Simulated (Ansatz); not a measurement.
# C₂H₂Cl₂FSi radical: basis-set convergence

One table from this session's results is given with a row withheld; the runs are named, their logs left out.

Computed with Ansatz 0.2.0, Gaussian basis. Level: one geometry, several basis sets.

Plan: PBE0-D4/def2-SVP; ωB97M-V/def2-SVP; PBE0-D4/def2-QZVPP; ωB97M-V/def2-QZVPP; the functionals' def2-TZVPP values are taken from earlier runs.

**The relaxed structure**

All runs share one geometry, relaxed beforehand with PBE0-D4 in a triple-zeta def2 set.

SMILES `[CH]=C[Si](F)(Cl)Cl`, 8 atoms, charge 0, spin multiplicity 2.

Atoms are counted from 1 here; the program's logs count them from 0.

Bond lengths: C1–C2 1.304 Å, C1–H7 1.081 Å, C2–Si3 1.843 Å, C2–H8 1.090 Å, Si3–F4 1.583 Å, Si3–Cl5 2.029 Å, Si3–Cl6 2.029 Å. Angles: C2–C1–H7 137.4°, C1–C2–Si3 119.7°, C1–C2–H8 121.5°, Si3–C2–H8 118.8°, C2–Si3–F4 109.0°, C2–Si3–Cl5 111.6°, C2–Si3–Cl6 111.6°, F4–Si3–Cl5 107.9°, F4–Si3–Cl6 107.9°, Cl5–Si3–Cl6 108.9°.

Set-up of the first run:

The input, in.yaml:

```yaml
crystal:
  periodic: [false, false, false]
  atoms:
    - {symbol: C, position_ang: [0.944520, -1.517072, 0.493256]}
    - {symbol: C, position_ang: [-0.182734, -0.990251, 0.102746]}
    - {symbol: Si, position_ang: [-0.278761, 0.821510, -0.221559]}
    - {symbol: F, position_ang: [1.138060, 1.470163, 0.057618]}
    - {symbol: Cl, position_ang: [-0.771630, 1.208647, -2.151727]}
    - {symbol: Cl, position_ang: [-1.628767, 1.726034, 0.994030]}
    - {symbol: H, position_ang: [1.948768, -1.178539, 0.708088]}
    - {symbol: H, position_ang: [-1.077257, -1.597693, -0.038256]}
basis:
  gaussian: {orbitals: def2-SVP}
magnetization: {spin_polarized: true, initial_magnetization: 1}
hamiltonian: {xc: pbe0, dispersion: d4}
output: {orbitals: {seedname: orbitals}}
```

Started as:

```console
$ ansatz run in.yaml --threads 2 --pin off --events-out ev --progress --plain --max-ram 32768MiB --backend cpu
```

Among the steps run: PBE0-D4 in def2-SVP; ωB97M-V in def2-SVP; PBE0-D4 in def2-QZVPP; ωB97M-V in def2-QZVPP.

One table of the session follows, with a row left open; its other results are not shown here.

It belongs to the step «Density functionals: the series». 

| functional | basis | HOMO (eV) | LUMO (eV) |
| --- | --- | --- | --- |
| PBE0-D4 | def2-SVP | -7.17 | -2.30 |
| PBE0-D4 | def2-TZVPP | -7.20 | -2.46 |
| PBE0-D4 | def2-QZVPP | -7.22 | -2.50 |
| ωB97M-V | def2-SVP | -9.12 | -0.30 |
| ωB97M-V | def2-TZVPP | ? | ? |
| ωB97M-V | def2-QZVPP | -9.20 | -0.67 |

**Question.** Estimate the row for ωB97M-V, def2-TZVPP.

The run gave: HOMO (eV): -9.18; LUMO (eV): -0.59. In the column «HOMO (eV)» it lies between ωB97M-V, def2-QZVPP (-9.20) and ωB97M-V, def2-SVP (-9.12).
